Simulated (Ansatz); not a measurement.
# Cd2S (P3m1) in Ansatz: notebook, part 2 of 2

Ansatz 0.2.0.

### 4 Single point, r2SCAN0 form with a typed share of exact exchange

Contents of input.yaml:

```yaml
crystal:
  lattice:
    - [3.962670049, 0.0, 0.0]
    - [-1.9813350245, 3.4317729293, 0.0]
    - [0.0, 0.0, 5.809192]
  atoms:
    - { symbol: Cd, position: [0.3333333333, 0.6666666667, 0.932717] }
    - { symbol: Cd, position: [0.6666666667, 0.3333333333, 0.578735] }
    - { symbol: S, position: [0.3333333333, 0.6666666667, 0.365705] }
hamiltonian:
  xc: { exchange: r2scan, correlation: r2scan, exx: { coeff: 0.15 } }
  pseudopotentials: { kind: paw }
kpoints:
  mp_grid: { grid: [5, 5, 3] }
scf:
  occupations: { method: fermi_dirac, width: 0.05 }
output:
  forces: true
  stress: true
  eigenvalues: true
```

Potentials or basis: Ansatz PAW.

Launch:

```sh
$ ansatz run input.yaml --threads 2 --pin off --max-ram 5632MiB --backend cpu --events-out ev --progress --plain --runs-dir out
```

What it wrote:

```text
Warning: output.stress: scf.convergence.dr2_threshold = 1e-7 eV (the SCF's general default) is looser than the 3e-10 eV advised for a printed stress (1e-10 eV for each atom of the cell: 3). What an SCF threshold leaves in a stress goes as its square root, and in the free energy as the threshold itself, and one threshold admits the most on a small cell: of the crystals measured, under no hybrid functional and no lock of the moments, on runs that ended without the residual-converged pass, on stresses that held no estimate of that error, the worst erred by over 100 MPa in a component at 1e-7 eV an atom and by under 5 at 1e-10. Set scf.convergence.dr2_threshold to 3e-10 eV or tighter. The threshold is an SCF's pass mark: one that does not reach it within its budget of iterations ends unconverged, or closes short of it on a stop that the run arms, and scf.convergence.dr2_threshold's page says what that costs each kind of run
Warning: output.stress: scf.exx.energy_threshold = 1e-6 eV is looser than the 3e-8 eV advised for a stress under a hybrid functional (1e-8 eV for each atom of the cell: 3). Every SCF of the exchange loop can meet its threshold on dr2 while the loop round them stops early: no threshold on dr2 bounds what that leaves in the stress. Set scf.exx.energy_threshold to 3e-8 eV or tighter. The threshold is the loop's pass mark: a loop that does not reach it within its budget of cycles ends unconverged, and scf.exx.energy_threshold's page has the law
Warning: RAYON_NUM_THREADS=2 ignored (pool sized by the plan → 2); use --threads N
Engine: ansatz 0.2.0, x86_64-unknown-linux-gnu
Pseudopotentials: kind: paw
Pseudopotential: Cd, paw, valence charge 20, recommended cutoff 500 eV (meta_gga), Cd.paw.azcp
Pseudopotential: S, paw, valence charge 6, recommended cutoff 500 eV (meta_gga), S.paw.azcp
Functional definition: unnamed
[... 77 lines left out ...]
  E_closure    = -0.000000  (closes the sum)
  Σ components = -17442.546014   (vs F -17442.546014, Δ=0.00e0)
--- Forces (eV/Å), atoms counted from 1 ---
  atom   1  Cd     0.00000000     0.00000000     0.10803879
  atom   2  Cd     0.00000000     0.00000000    -0.12471172
  atom   3  S      0.00000000     0.00000000     0.01669890
  max |Σ_I F_I| component: 2.60e-5 eV/Å
--- Stress (GPa, compression-positive) ---
       -2.000489      -0.000000      -0.000000
       -0.000000      -2.000489       0.000000
        0.000000       0.000000      -2.564917
  P = ⅓ Tr σ = -2.1886 GPa (-21.886 kbar)
--- Band table (eV; the first three rows and the last of 12) ---
  k-point 0: bands = ["-100.3802", "-100.0246", "-59.8898", "-59.8898", "-59.8525", "-59.5282", "-59.5282", "-59.5199", "-6.4654", "-2.0988", "-2.0988", "-1.9881", "-1.9881", "-1.9134", "-1.6892", "-1.6892", "-1.6555", "-1.2988", "-1.2988", "2.7279", "3.5377", "6.5862", "6.5862", "12.0120", "13.7921", "15.6793", "15.6793", "17.3203"]
  k-point 1: bands = ["-100.3801", "-100.0245", "-59.8898", "-59.8898", "-59.8525", "-59.5282", "-59.5282", "-59.5199", "-6.3724", "-2.2363", "-2.1020", "-2.1020", "-2.0270", "-2.0270", "-1.6403", "-1.6403", "-1.4491", "-1.3071", "-1.3071", "1.3022", "6.2492", "6.6482", "6.6482", "10.6517", "13.6078", "15.3890", "15.3890", "16.8685"]
  k-point 2: bands = ["-100.3802", "-100.0246", "-59.8901", "-59.8898", "-59.8524", "-59.5284", "-59.5282", "-59.5198", "-6.3375", "-2.1101", "-2.0930", "-1.9888", "-1.9160", "-1.8510", "-1.6673", "-1.6514", "-1.5750", "-1.3873", "-1.2910", "3.0505", "3.9491", "5.4165", "6.2475", "12.4913", "13.4308", "13.9855", "15.3637", "15.7040"]
  k-point 11: bands = ["-100.3801", "-100.0246", "-59.8906", "-59.8902", "-59.8523", "-59.5286", "-59.5284", "-59.5198", "-5.9854", "-2.1712", "-2.1132", "-2.0065", "-1.9343", "-1.8133", "-1.6198", "-1.5990", "-1.4303", "-1.3809", "-1.0426", "3.1356", "3.8184", "4.9622", "7.3187", "9.3479", "10.9231", "13.7466", "14.5134", "15.5464"]
```

It took 86 s on 2 threads of Intel Xeon at 2.50GHz (Skylake/Cascade Lake), shared host; peak memory 1.6 GiB.

What came out:

* Free energy: -17442.5460 eV
* Pressure: -2.2 GPa
* Largest force: 0.125 eV/Å
* Band gap on the k mesh: 1.63 eV, indirect (least direct gap 1.82 eV)

Forces in eV/Å, atoms in the order of the input:
```
Cd   0.000  0.000  0.108
Cd   0.000  0.000 -0.125
S    0.000  0.000  0.017
```

Caveat: odd divisions of the mesh miss points on the zone boundary, where band edges often lie, so the gap on the mesh can be too wide; the PAW data sets come from PBE, with cores solved anew for the run's functional, which leaves a small shift of forces and pressure; the thresholds are loose for stress.

### 5 Single point, r2SCAN0

Edit input.yaml of step 4 so:

```diff
@@ -10,3 +10,3 @@
 hamiltonian:
-  xc: { exchange: r2scan, correlation: r2scan, exx: { coeff: 0.15 } }
+  xc: { exchange: r2scan, correlation: r2scan, exx: { coeff: 0.25 } }
   pseudopotentials: { kind: paw }
@@ -20 +20,5 @@
   eigenvalues: true
+  write_density: true
+  write_potential: true
+  elf: true
+  volumetric_format: npy
```

Potentials or basis: Ansatz PAW.

Launch:

```sh
$ ansatz run input.yaml --threads 2 --pin off --max-ram 5632MiB --backend cpu --events-out ev --progress --plain --runs-dir out
```

What it wrote:

```text
Warning: output.stress: scf.convergence.dr2_threshold = 1e-7 eV (the SCF's general default) is looser than the 3e-10 eV advised for a printed stress (1e-10 eV for each atom of the cell: 3). What an SCF threshold leaves in a stress goes as its square root, and in the free energy as the threshold itself, and one threshold admits the most on a small cell: of the crystals measured, under no hybrid functional and no lock of the moments, on runs that ended without the residual-converged pass, on stresses that held no estimate of that error, the worst erred by over 100 MPa in a component at 1e-7 eV an atom and by under 5 at 1e-10. Set scf.convergence.dr2_threshold to 3e-10 eV or tighter. The threshold is an SCF's pass mark: one that does not reach it within its budget of iterations ends unconverged, or closes short of it on a stop that the run arms, and scf.convergence.dr2_threshold's page says what that costs each kind of run
Warning: output.stress: scf.exx.energy_threshold = 1e-6 eV is looser than the 3e-8 eV advised for a stress under a hybrid functional (1e-8 eV for each atom of the cell: 3). Every SCF of the exchange loop can meet its threshold on dr2 while the loop round them stops early: no threshold on dr2 bounds what that leaves in the stress. Set scf.exx.energy_threshold to 3e-8 eV or tighter. The threshold is the loop's pass mark: a loop that does not reach it within its budget of cycles ends unconverged, and scf.exx.energy_threshold's page has the law
[... 105 lines left out ...]
  k-point 2: bands = ["-102.4711", "-102.0859", "-61.5501", "-61.5498", "-61.5133", "-61.1605", "-61.1604", "-61.1497", "-7.1094", "-2.9577", "-2.9398", "-2.8349", "-2.7628", "-2.6949", "-2.4988", "-2.4708", "-2.3986", "-2.2072", "-2.1151", "2.6104", "3.5489", "5.0309", "5.8772", "12.8245", "13.7174", "14.2604", "15.7112", "16.0448"]
  k-point 11: bands = ["-102.4710", "-102.0858", "-61.5506", "-61.5501", "-61.5131", "-61.1607", "-61.1605", "-61.1496", "-6.7483", "-3.0120", "-2.9585", "-2.8537", "-2.7841", "-2.6651", "-2.4466", "-2.4202", "-2.2551", "-2.2047", "-1.8493", "2.6750", "3.4064", "4.5494", "7.1248", "9.5041", "11.1412", "14.0732", "14.8133", "15.8899"]
```

v_z.tsv:

```text
# z_ang	v_es[eV]	v_tot[eV]
# format = ansatz-planar-average/11
# xc	r2scan0
# density_cutoff_ev	2000
# datasets	Cd=:simpson_from_first_knot:soft:fock:shift=0	S=:simpson_from_first_knot:soft:fock:shift=0
# lattice	3.962670049	0.000000000	0.000000000
# lattice	-1.981335025	3.431772929	0.000000000
# lattice	0.000000000	0.000000000	5.809192000
# sites	3
# site	48	0.000000000	2.287848620	5.418332135
# site	48	1.981335025	1.143924310	3.361982732
# site	16	0.000000000	2.287848620	2.124450560
0.000000	4.971481e0	-2.636385e0
0.129093	5.858798e0	-1.117481e0
0.258186	6.925213e0	5.467787e-1
0.387279	8.131257e0	2.330071e0
0.516373	9.349444e0	3.914982e0
0.645466	1.037413e1	5.050445e0
[... 37 lines left out ...]
5.551006	3.826121e0	-4.692967e0
5.680099	4.281026e0	-3.848037e0
```

It took 1.8 min on 2 threads of Intel Xeon at 2.50GHz (Skylake/Cascade Lake), shared host; peak memory 1.6 GiB.

What came out:

| Item | Value |
| --- | --- |
| Free energy | -17442.2334 eV |
| Pressure | -2.4 GPa |
| Largest force | 0.199 eV/Å |
| Band gap on the k mesh | 1.91 eV, indirect (least direct gap 2.02 eV) |

Forces in eV/Å, atoms in the order of the input:
```
Cd   0.000  0.000  0.166
Cd   0.000  0.000 -0.199
S    0.000  0.000  0.033
```

Stress tensor (GPa, compression positive):
```
-2.18  0.00  0.00
 0.00 -2.18  0.00
 0.00  0.00 -2.76
```

Levels at points of the mesh, in eV from the valence-band top:
| k point | band 20 | band 21 | band 22 | band 23 | band 24 | band 25 | band 26 | band 27 |
| --- | --- | --- | --- | --- | --- | --- | --- | --- |
| (0.00, 0.00, 0.00) | -4.85 | -4.01 | -0.90 | -0.90 | 5.19 | 6.97 | 8.90 | 8.90 |

Caveat: odd divisions of the mesh miss points on the zone boundary, where band edges often lie, so the gap on the mesh can be too wide; the PAW data sets come from PBE, with cores solved anew for the run's functional, which leaves a small shift of forces and pressure; the thresholds are loose for stress. A k mesh can miss the band edges.

### 6 Single point, r2SCAN0 form with a typed share of exact exchange

Edit input.yaml of step 5 so:

```diff
@@ -10,3 +10,3 @@
 hamiltonian:
-  xc: { exchange: r2scan, correlation: r2scan, exx: { coeff: 0.25 } }
+  xc: { exchange: r2scan, correlation: r2scan, exx: { coeff: 0.35 } }
   pseudopotentials: { kind: paw }
@@ -20,5 +20 @@
   eigenvalues: true
-  write_density: true
-  write_potential: true
-  elf: true
-  volumetric_format: npy
```

Potentials or basis: Ansatz PAW.

Launch:

```sh
$ ansatz run input.yaml --threads 2 --pin off --max-ram 5632MiB --backend cpu --events-out ev --progress --plain --runs-dir out
```

Run time: 1.8 min. Hardware: 2 threads of Intel Xeon at 2.50GHz (Skylake/Cascade Lake), shared host; peak memory 1.6 GiB.

It converged, with:

```yaml
Free_energy: -17441.9418 eV
Pressure: -2.6 GPa
Largest_force: 0.273 eV/Å
Band_gap_on_the_k_mesh: 2.19 eV, indirect (least direct gap 2.22 eV)
```

Forces in eV/Å, atoms in the order of the input:
```
Cd   0.000  0.000  0.223
Cd   0.000  0.000 -0.273
S    0.000  0.000  0.049
```

Stress tensor (GPa, compression positive):
```
-2.36  0.00  0.00
 0.00 -2.36  0.00
 0.00  0.00 -2.94
```

Levels at points of the mesh, in eV from the valence-band top:
| k point | band 19 | band 20 | band 21 | band 22 | band 23 | band 24 | band 25 | band 26 | band 27 | band 28 |
| --- | --- | --- | --- | --- | --- | --- | --- | --- | --- | --- |
| (0.00, 0.00, 0.00) | -9.88 | -5.10 | -4.24 | -1.06 | -1.06 | 5.69 | 7.47 | 9.44 | 9.44 | 11.18 |

Caveat: odd divisions of the mesh miss points on the zone boundary, where band edges often lie, so the gap on the mesh can be too wide; the PAW data sets come from PBE, with cores solved anew for the run's functional, which leaves a small shift of forces and pressure; the thresholds are loose for stress. A k mesh can miss the band edges.

### 7 The runs side by side

| level | share of exact exchange | gap on the mesh (eV) | pressure (GPa) | largest force (eV/Å) |
| --- | --- | --- | --- | --- |
| r2SCAN0 form with a typed share of exact exchange | 0 | 1.23 | -1.9 | 0.02 |
| r2SCAN0 form with a typed share of exact exchange | 0.1 | 1.50 | -2.1 | 0.09 |
| r2SCAN0 form with a typed share of exact exchange | 0.15 | 1.63 | -2.2 | 0.12 |
| r2SCAN0 | 0.25 | 1.91 | -2.4 | 0.20 |
| r2SCAN0 form with a typed share of exact exchange | 0.35 | 2.19 | -2.6 | 0.27 |

Alike in all rows: task single point; potentials or basis Ansatz PAW; no spin polarisation; cell as given; k mesh 5 × 5 × 3; cutoff (eV) 500; smearing fermi-dirac 0.05 eV.

On the cell as given the gap runs from 1.23 eV (r2SCAN0 form with a typed share of exact exchange) to 2.19 eV (r2SCAN0 form with a typed share of exact exchange). The pressure there spans -2.6 GPa (r2SCAN0 form with a typed share of exact exchange) to -1.9 GPa (r2SCAN0 form with a typed share of exact exchange); a positive pressure means that this level wants a larger cell, a negative one a smaller.

Caveats: odd divisions of the mesh miss points on the zone boundary, where band edges often lie, so the gap on the mesh can be too wide; the PAW data sets come from PBE, with cores solved anew for the run's functional, which leaves a small shift of forces and pressure; the thresholds are loose for stress (some runs).

Total energies depend on the potentials used, so only differences within one code and one set of settings carry meaning.
